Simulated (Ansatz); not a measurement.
Nudged elastic band run: Na₉Cl₈

input.yaml

```yaml
crystal:
  lattice:
    - [0.0, 5.6401, 5.6401]
    - [5.6401, 0.0, 5.6401]
    - [5.6401, 5.6401, 0.0]
  atoms:
    - { symbol: Na, position: [-0.01692272, -0.0172883, 0.05144734] }
    - { symbol: Cl, position: [0.25487653, 0.25415214, 0.23671294] }
    - { symbol: Na, position: [-0.01611394, -0.01641645, 0.4833764] }
    - { symbol: Cl, position: [0.25599653, 0.25517162, 0.75460095] }
    - { symbol: Na, position: [-0.00032142, 0.50008189, 0.00017999] }
    - { symbol: Cl, position: [0.26192764, 0.74592398, 0.24631214] }
    - { symbol: Na, position: [-0.01626133, 0.54958078, 0.48321092] }
    - { symbol: Cl, position: [0.25578545, 0.73470013, 0.75441851] }
    - { symbol: Na, position: [0.50003775, -0.00071027, 0.00042425] }
    - { symbol: Cl, position: [0.74567422, 0.26144666, 0.24667589] }
    - { symbol: Na, position: [0.54640866, -0.01542527, 0.48440798] }
    - { symbol: Cl, position: [0.73106228, 0.2564792, 0.75584498] }
    - { symbol: Na, position: [0.5000154, 0.50024853, 0.00038596] }
    - { symbol: Cl, position: [0.74562275, 0.74623946, 0.24662547] }
    - { symbol: Na, position: [0.5001634, 0.50044946, 0.49897608] }
    - { symbol: Cl, position: [0.74590187, 0.74651666, 0.76115165] }
    - { symbol: Na, position: [0.12045063, 0.12574698, 0.62874784] }
magnetization:
  spin_polarized: true
basis:
  ecutwfc: 420.0
kpoints:
  mp_grid: { grid: [2, 2, 2] }
hamiltonian:
  xc: pbe
scf:
  occupations: { method: fermi_dirac, width: 0.02 }
  lower_state_search: "off"
neb:
  images: 3
  f_tol: 0.05
  initial_path: linear
  max_iterations: 80
  spring: 1.0
  final_atoms:
    - { symbol: Na, position: [-0.00021103, -0.00013513, -0.00041602] }
    - { symbol: Cl, position: [0.24482662, 0.24458224, 0.24560217] }
    - { symbol: Na, position: [-0.00030623, -0.00022326, 0.50096394] }
    - { symbol: Cl, position: [0.24538187, 0.24515113, 0.76369023] }
    - { symbol: Na, position: [-5.879e-05, 0.50042744, -0.00021836] }
    - { symbol: Cl, position: [0.24360793, 0.76787126, 0.2444557] }
    - { symbol: Na, position: [-0.04831668, 0.51588862, 0.51628002] }
    - { symbol: Cl, position: [0.23832552, 0.75430714, 0.75356053] }
    - { symbol: Na, position: [0.50054748, -4.519e-05, -0.00028917] }
    - { symbol: Cl, position: [0.76672188, 0.24383115, 0.24491301] }
    - { symbol: Na, position: [0.51563105, -0.04732009, 0.51590713] }
    - { symbol: Cl, position: [0.75423298, 0.23816626, 0.75367792] }
    - { symbol: Na, position: [0.51699984, 0.5168829, -0.05107059] }
    - { symbol: Cl, position: [0.7537833, 0.75397556, 0.23877499] }
    - { symbol: Na, position: [0.51655484, 0.51644576, 0.51687366] }
    - { symbol: Cl, position: [0.75393187, 0.75412224, 0.75336904] }
    - { symbol: Na, position: [0.37634254, 0.37801464, 0.37185259] }
  order_check: true
```

Launched with:

```bash
$ ansatz run input.yaml --threads 4 --pin off --max-ram 10240MiB --backend cpu --events-out ev --progress --plain --runs-dir out
```

Output, in part (warnings, iteration lines):

```
NEB end point (image 0): max|allowed force component| = 1.771e-2 eV/Å (the criterion of neb.relax_end_points is 1.000e-2)
NEB end point (image 4): max|allowed force component| = 1.702e-2 eV/Å (the criterion of neb.relax_end_points is 1.000e-2)
WARN: NEB: the barrier is in doubt: the climbing image shows signs of a second negative curvature. Check it with more images (neb.images), a lower neb.f_tol or relaxed end points
NEB iter   1: max|band force component| = 3.036e0 eV/Å  barrier→ = 2.2084 eV  barrier← = 2.2086 eV  Δτ_max = 0.2000 Å  (45 SCF iters)
NEB iter   2: max|band force component| = 8.950e-1 eV/Å  barrier→ = 0.9137 eV  barrier← = 0.9139 eV  Δτ_max = 0.1387 Å  (22 SCF iters)
NEB iter   3: max|band force component| = 2.838e-1 eV/Å  barrier→ = 0.5212 eV  barrier← = 0.5214 eV  CI = image 2  Δτ_max = 0.0939 Å  (25 SCF iters)
NEB iter   4: max|band force component| = 3.952e-2 eV/Å  barrier→ = 0.4725 eV  barrier← = 0.4727 eV  CI = image 2  Δτ_max = 0.0188 Å  (21 SCF iters)
NEB iter   5: max|band force component| = 4.557e-2 eV/Å  barrier→ = 0.4709 eV  barrier← = 0.4711 eV  CI = image 2  CI's point: of a kind that is not told: the force calls were inconclusive, a negative curvature could not be distinguished from the path's own, the only one lies far off the path, or fixed occupations may fill a level only in part  Δτ_max = 0.0000 Å  (276 SCF iters)
```

It converged. The band force fell under the threshold earlier too, but the program's further tests of the path sent the band on. By the program's own check the climbing image is of a kind that is not told: the force calls were inconclusive, a negative curvature could not be distinguished from the path's own, the only one lies far off the path, or fixed occupations may fill a level only in part (lowest curvatures found: -1.24 and -0.08 eV/Å²). Limits of this set-up: coarse k mesh.

Final band (atoms are numbered from 1 in the order of the input):

```tsv
image	path coordinate (Å)	energy (eV)	Na1–Na17 (Å)	Na3–Na17 (Å)	Cl8–Na17 (Å)
0	0.00	0.00	2.75	2.76	2.55
1	0.88	0.16	2.94	2.94	2.73
2	1.76	0.47	3.45	3.45	3.34
3	2.63	0.16	4.10	4.10	4.11
4	3.51	0.00	4.66	4.67	4.68
```

Run time: 110 s on 4 threads of Intel(R) Xeon(R) Platinum 8488C (Sapphire Rapids), with other jobs on the host, peak memory 2.2 GiB.
